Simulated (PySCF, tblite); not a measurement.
**CH₁₁BNSi₃ radical: geometry, infrared bands and EPR parameters**

Aim: predict the infrared bands and EPR parameters of CH₁₁BNSi₃ radical (`[SiH2]N[SiH2]CB[SiH3]`).

Computed with tblite 0.8.0 and PySCF 2.14.0, with density-fitted response routines of our own, on a single molecule in the gas phase. Atoms are numbered from 0 throughout.

## Step 1: Starting geometry

17 atoms, charge 0, multiplicity 2; geometry from: force field or distance geometry start.

Bonds of the start (Å): Si0–N1 1.80, N1–Si2 1.77, Si2–C3 1.88, C3–B4 1.61, B4–Si5 1.96, Si0–H6 1.48, Si0–H7 1.49, N1–H8 1.03, Si2–H9 1.47, Si2–H10 1.47, C3–H11 1.10, C3–H12 1.11, B4–H13 1.18, Si5–H14 1.47, Si5–H15 1.47, Si5–H16 1.48.

## Step 2: Optimising the geometry with GFN2-xTB

Job settings and geometry (Å):

```
{"job": {"kind": "relax", "xc": "GFN2-xTB", "basis": "xTB"}, "charge": 0, "multiplicity": 2}
Si     3.523500     0.016800     0.859300
N      1.750800    -0.173300     1.137800
Si     1.035900    -1.244200    -0.074500
C     -0.457700    -0.383600    -0.812700
B     -1.699700    -0.377200     0.206400
Si    -2.973200     1.072400    -0.130700
H      3.787800     0.404000    -0.539400
H      4.012800     1.128800     1.715700
H      1.264900     0.720000     1.269100
H      2.014300    -1.412700    -1.154900
H      0.635600    -2.531900     0.522000
H     -0.765200    -0.866000    -1.754300
H     -0.187300     0.688400    -0.922100
H     -2.205200    -1.386700     0.563600
H     -3.291900     1.201300    -1.563700
H     -4.183300     0.846500     0.675400
H     -2.269000     2.309600     0.291900
```

Started as:

```console
OMP_NUM_THREADS=1 python probes_run.py task.json out
```

One launch serves the whole session: the jobs run in the order shown.

**Question.** This job is followed by: GFN2-xTB harmonic vibrations, gas phase; UKS B3LYP, pcH-1 on B C H N Si, non-relativistic, mean-field spin-orbit, GIAO. What will the session give for the following? strongest single infrared mode (GFN2-xTB); zero-point energy (GFN2-xTB); g(iso) (B3LYP); ⟨S²⟩; largest a(iso) (averaged by class); potential on the surface of density 0.002 e/bohr³, 1st and 99th percentile.

The runs gave:

| quantity | value |
| --- | --- |
| strongest single infrared mode (GFN2-xTB) | 2175 cm⁻¹, 558 km/mol |
| zero-point energy (GFN2-xTB) | 68.9 kcal/mol |
| g(iso) (B3LYP) | 2.00285 |
| ⟨S²⟩ | 0.751 (exact 0.75) |
| largest a(iso) (averaged by class) | 29Si on Si0, -530.7 MHz |
| potential on the surface of density 0.002 e/bohr³, 1st and 99th percentile | -0.14 V and 1.41 V |

**Reading.** Relaxing lowered the energy by 1.035 eV in 195 steps; the close pair that moved most is Si0–N1, from 1.804 to 1.737 Å. No mode is imaginary among the 45: a minimum at this level. Unscaled tight-binding wavenumbers are off by several per cent, some by more. Its intensities can rank the bands wrongly. Most of the unpaired spin sits on Si0 (0.86 e). The isotropic g lies 0.5 ppt above the free-electron value. These values are for one conformer; the search (at its own cheap level) found 2 more, at 0.58, 1.35 kcal/mol, and measured spectra average over such forms.
